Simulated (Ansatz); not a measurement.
# BH10NSi4: inversion of the pyramid at N1, part 2 of 2

Wanted: the energy profile along the inversion of the pyramid at N1, from relaxed end points and a band of images. SMILES of the start: N[SiH2][SiH]1B[SiH2][SiH2]1.

Ansatz 0.2.0; RHF/6-31G*. The steps go on from the part before.

### Step 7. What the band shows

The 5 inner images lie between the fixed ends 0 and 6. Energy is taken from image 0, and the path length is the program's own coordinate along the band.

```
image  path (Å)  energy (eV)  sum of angles at N1 (°)  band force (eV/Å)
    0     0.000       0.0000                    351.3                  -
    1     0.216       0.0016                    352.2              0.004
    2     0.432       0.0050                    354.3              0.010
   3*     0.648       0.0080                    359.0              0.014
    4     0.878      -0.0028                    356.7              0.015
    5     1.108      -0.0140                    351.8              0.008
    6     1.338      -0.0171                    351.0                  -
```

The star marks the climbing image.

image, energy (eV) and a bar:
```
        0      0.000 ####################
        1      0.002 ######################
        2      0.005 ##########################
        3      0.008 ##############################
        4     -0.003 #################
        5     -0.014 ####
        6     -0.017
```

The top of the band by iteration:

```
iteration  highest image above image 0 (eV)  largest band force (eV/Å)
        1                            0.0247                      0.433
        2                            0.0205                      0.241
        3                            0.0115                      0.147
        4                            0.0099                      0.104
        5                            0.0084                      0.067
        6                            0.0082                      0.033
        7                            0.0080                      0.015
```

Positions of all images (Å):

```xyz
16
image=0 dE=0.0000
N    -2.128   -2.268   -0.679
Si   -0.482   -1.761   -0.844
Si    0.339   -0.442    0.950
B     2.157    0.428    0.549
Si    1.453    2.130   -0.367
Si   -0.541    1.767    0.862
H    -2.383   -2.937    0.017
H    -2.869   -1.618   -0.838
H    -0.380   -0.976   -2.091
H     0.358   -2.971   -0.956
H     0.198   -1.206    2.216
H     3.248    0.134    0.913
H     1.203    1.841   -1.801
H     2.194    3.406   -0.264
H    -1.847    1.995    0.205
H    -0.543    2.454    2.173
16
image=1 dE=0.0016
N    -2.129   -2.270   -0.679
Si   -0.483   -1.766   -0.847
Si    0.342   -0.450    0.947
B     2.159    0.420    0.539
Si    1.452    2.134   -0.353
Si   -0.535    1.761    0.884
H    -2.421   -2.834    0.092
H    -2.866   -1.671   -0.984
H    -0.401   -0.982   -2.096
H     0.377   -2.963   -0.968
H     0.211   -1.221    2.209
H     3.253    0.118    0.887
H     1.192    1.864   -1.789
H     2.197    3.407   -0.239
H    -1.845    1.999    0.239
H    -0.527    2.432    2.204
16
image=2 dE=0.0050
N    -2.133   -2.260   -0.663
Si   -0.488   -1.764   -0.850
Si    0.346   -0.457    0.945
B     2.163    0.410    0.531
Si    1.455    2.134   -0.341
Si   -0.527    1.755    0.903
H    -2.460   -2.726    0.156
H    -2.865   -1.758   -1.117
H    -0.428   -0.975   -2.098
H     0.390   -2.946   -0.994
H     0.223   -1.237    2.203
H     3.259    0.102    0.869
H     1.187    1.877   -1.777
H     2.203    3.404   -0.220
H    -1.840    2.003    0.269
H    -0.509    2.415    2.229
16
image=3 dE=0.0080
N    -2.145   -2.203   -0.627
Si   -0.498   -1.750   -0.851
Si    0.352   -0.463    0.947
B     2.170    0.400    0.527
Si    1.462    2.132   -0.331
Si   -0.516    1.750    0.920
H    -2.500   -2.645    0.192
H    -2.867   -1.883   -1.235
H    -0.449   -0.957   -2.096
H     0.383   -2.929   -1.025
H     0.234   -1.252    2.200
H     3.266    0.085    0.855
H     1.188    1.884   -1.768
H     2.215    3.398   -0.205
H    -1.830    2.006    0.294
H    -0.487    2.404    2.249
16
image=4 dE=-0.0028
N    -2.182   -2.079   -0.579
Si   -0.516   -1.721   -0.852
Si    0.358   -0.467    0.951
B     2.178    0.389    0.525
Si    1.471    2.127   -0.322
Si   -0.505    1.749    0.933
H    -2.503   -2.636    0.183
H    -2.851   -2.030   -1.317
H    -0.459   -0.928   -2.097
H     0.334   -2.920   -1.053
H     0.240   -1.266    2.197
H     3.275    0.070    0.849
H     1.194    1.889   -1.760
H     2.231    3.390   -0.191
H    -1.819    2.012    0.312
H    -0.466    2.397    2.264
16
image=5 dE=-0.0140
N    -2.208   -2.032   -0.591
Si   -0.534   -1.696   -0.869
Si    0.345   -0.469    0.948
B     2.172    0.373    0.520
Si    1.479    2.125   -0.309
Si   -0.495    1.754    0.953
H    -2.506   -2.544    0.212
H    -2.814   -2.200   -1.367
H    -0.460   -0.898   -2.110
H     0.308   -2.901   -1.083
H     0.227   -1.281    2.185
H     3.267    0.041    0.838
H     1.196    1.903   -1.748
H     2.252    3.378   -0.168
H    -1.811    2.035    0.343
H    -0.439    2.389    2.290
16
image=6 dE=-0.0171
N    -2.202   -2.043   -0.610
Si   -0.526   -1.701   -0.878
Si    0.320   -0.455    0.942
B     2.155    0.375    0.521
Si    1.475    2.131   -0.311
Si   -0.504    1.774    0.945
H    -2.508   -2.427    0.259
H    -2.765   -2.380   -1.363
H    -0.427   -0.923   -2.130
H     0.327   -2.903   -1.061
H     0.190   -1.265    2.179
H     3.246    0.034    0.841
H     1.195    1.909   -1.750
H     2.256    3.380   -0.168
H    -1.818    2.072    0.342
H    -0.437    2.401    2.286
```

### Step 8. Vibrations at the top

The geometry is the highest inner image of the first converged band.

File input.yaml:

```yaml
crystal:
  periodic: [false, false, false]
  atoms:
    - { symbol: "N", position_ang: [-2.145202, -2.203062, -0.627346] }
    - { symbol: Si, position_ang: [-0.497556, -1.750365, -0.851318] }
    - { symbol: Si, position_ang: [0.351682, -0.46344, 0.947044] }
    - { symbol: B, position_ang: [2.169892, 0.400097, 0.526532] }
    - { symbol: Si, position_ang: [1.461821, 2.131615, -0.330999] }
    - { symbol: Si, position_ang: [-0.515836, 1.750442, 0.920201] }
    - { symbol: H, position_ang: [-2.499959, -2.645179, 0.19185] }
    - { symbol: H, position_ang: [-2.866938, -1.88321, -1.234779] }
    - { symbol: H, position_ang: [-0.449048, -0.957197, -2.096405] }
    - { symbol: H, position_ang: [0.382735, -2.928684, -1.025006] }
    - { symbol: H, position_ang: [0.233654, -1.251573, 2.200219] }
    - { symbol: H, position_ang: [3.266458, 0.085322, 0.854948] }
    - { symbol: H, position_ang: [1.187569, 1.884477, -1.768005] }
    - { symbol: H, position_ang: [2.215137, 3.398196, -0.205326] }
    - { symbol: H, position_ang: [-1.830258, 2.006287, 0.293652] }
    - { symbol: H, position_ang: [-0.487052, 2.403675, 2.248936] }
basis:
  gaussian: { orbitals: "6-31G*" }
hamiltonian:
  xc: hf
phonons: {}
```

The run is started by

```sh
$ ansatz run input.yaml --threads 2 --pin off --max-ram 3072MiB --backend cpu --events-out ev --progress --plain --runs-dir out
```

What it wrote, shortened:

```text
Warning: RAYON_NUM_THREADS=2 ignored (pool sized by the plan → 2); use --threads N
[...]
Functional definition: HF
[...]
1363 factors; integrals over basis functions are off by at most 6.7e-4 eV
[...]
mean field -33757.98027674 eV, -1240.5828931892 hartree, gradient 9.0e-6 eV, S^2 0.000000; 0 other end points of the search recorded, 0 dependent functions left out
[...]
reference -33757.98027674 eV, -1240.5828931892 hartree; 39, 39 occupied and 87, 87 virtual orbitals, 1363 factors
[...]
1363 factors; integrals over basis functions are off by at most 6.7e-4 eV
[...]
mean field -33757.98008221 eV, -1240.5828860404 hartree, gradient 3.0e-6 eV, S^2 0.000000; 0 other end points of the search recorded, 0 dependent functions left out
[...]
reference -33757.98008221 eV, -1240.5828860404 hartree; 39, 39 occupied and 87, 87 virtual orbitals, 1363 factors
[...]
1363 factors; integrals over basis functions are off by at most 6.7e-4 eV
[...]
WARN: phonons: modes at or below zero, which the zero-point energy, F, S and C_V leave out: 1, the lowest at -210.20 cm⁻¹. A minimum has none, and a first-order saddle one
[...]
Atom 5 at    -0.515836     1.750442     0.920201 Å, force    -0.001861    -0.003239    -0.002058 eV/Å
Atom 6 at    -2.499959    -2.645179     0.191850 Å, force     0.000457     0.002536    -0.000661 eV/Å
Atom 7 at    -2.866938    -1.883210    -1.234779 Å, force    -0.004858    -0.006380     0.006059 eV/Å
Atom 8 at    -0.449048    -0.957197    -2.096405 Å, force    -0.002093     0.000181    -0.003140 eV/Å
Atom 9 at     0.382735    -2.928684    -1.025006 Å, force    -0.000819     0.002725    -0.000379 eV/Å
Atom 10 at     0.233654    -1.251573     2.200219 Å, force     0.000097     0.001610     0.001452 eV/Å
Atom 11 at     3.266458     0.085322     0.854948 Å, force     0.001461     0.000416    -0.000292 eV/Å
Atom 12 at     1.187569     1.884477    -1.768005 Å, force     0.001076    -0.000766     0.000083 eV/Å
Atom 13 at     2.215137     3.398196    -0.205326 Å, force     0.001332    -0.001082     0.001203 eV/Å
Atom 14 at    -1.830258     2.006287     0.293652 Å, force    -0.000365     0.000161     0.000581 eV/Å
Atom 15 at    -0.487052     2.403675     2.248936 Å, force    -0.000323     0.000852     0.000306 eV/Å
Dipole moment:    -0.216994    -0.119779     0.029530 e Å
[...]
```

Wall time 4.4 min (2 threads of Arm Neoverse V1, shared host); peak memory 0.33 GiB.

Of 42 modes, 1 is imaginary by more than 30 cm⁻¹ (210i cm⁻¹).

### Step 9. Summary of results

This closing draws on all 2 parts.

| quantity | value |
| --- | --- |
| end A | 20 moves, 1.597 eV lower |
| end B | 16 moves, 1.608 eV lower |
| barrier forwards | 0.008 eV |
| barrier backwards | 0.025 eV |
| second end relative to first | -0.017 eV |
| highest image | 3 of 0 to 6, climbing |
| band iterations | 7 |
| imaginary modes at the top | 210i cm⁻¹ |

The top lies 0.008 eV above the first end, or 0.3 kT at room temperature. The second end lies 0.017 eV below the first, so the way back costs 0.025 eV. One side of the top is under 10 meV high, within the band's own error, so that end is barely a minimum along this path. One imaginary mode, as a first-order saddle point has. These are electronic energies, with no zero-point or thermal terms. Tunnelling, which matters where hydrogen moves, is missing too.
